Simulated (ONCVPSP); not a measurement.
# Zn: the cost of one run

Method: ONCVPSP 4.0.1.1 (patched build), PBE, scalar-relativistic.

### Step 1. The atom and the settings

Typed settings, in words:

```
element                 : zinc (Zn, Z = 30)
type                    : optimised norm-conserving Vanderbilt (ONCV)
frozen core             : [Ar]
valence charge          : 12
reference configuration : 3d10 4s1.5 4p0.5
partial waves           : 4s: rc 1.75 bohr, ncon 4, nbas 7, qcut 3.7 1/bohr, 2 projectors, debl 2.3 Ha; 4p: rc 2.30 bohr, ncon 4, nbas 9, qcut 3.7 1/bohr, 3 projectors, debl 3.3 Ha; 3d: rc 0.84 bohr, ncon 4, nbas 8, qcut 11.8 1/bohr, 1 projector
local potential         : polynomial inside 0.84 bohr (lpopt 4, dvloc0 4 Ha)
core correction         : Teter function, fcfact 1.75, rcfact 1.75
```

### Step 2. Generation

Zn.dat reads:

```
# ATOM AND REFERENCE CONFIGURATION
# atsym  z   nc   nv     iexc    psfile
  Zn 30.00    5    3        4      upf
#
#   n    l    f
    1    0    2.00
    2    0    2.00
    2    1    6.00
    3    0    2.00
    3    1    6.00
    3    2   10.00
    4    0    1.50
    4    1    0.50
#
# PSEUDOPOTENTIAL AND OPTIMIZATION
# lmax
    2
#
#   l,   rc,      ep,       ncon, nbas, qcut
    0    1.75    0.00    4    7    3.70
    1    2.30    0.00    4    9    3.70
    2    0.84    0.00    4    8   11.80
#
# LOCAL POTENTIAL
# lloc, lpopt,  rc(5),   dvloc0
    4    4    0.84    4.00
#
# VANDERBILT-KLEINMAN-BYLANDER PROJECTORs
# l, nproj, debl
    0    2    2.30
    1    3    3.30
    2    1    1.20
#
# MODEL CORE CHARGE
# icmod, fcfact, rcfact
    3    1.75    1.75
#
# LOG DERIVATIVE ANALYSIS
# epsh1, epsh2, depsh
   -2.00    5.00    0.02
#
# OUTPUT GRID
# rlmax, drl
    6.00    0.01
#
# TEST CONFIGURATIONS
# ncnf
    4
# nvcnf
#   n    l    f
    3
    3    2   10.00
    4    0    2.00
    4    1    0.00
#
    3
    3    2   10.00
    4    0    1.00
    4    1    0.00
#
    3
    3    2   10.00
    4    0    0.00
    4    1    0.00
#
    3
    3    2   10.00
    4    0    0.00
    4    1    1.00
#
```

Started as:

```sh
$ oncvpsp.x < Zn.dat > Zn.out
```

**Question.** How long does this run take on 1 thread of Neoverse-N1, shared host?

About 5.3 s.
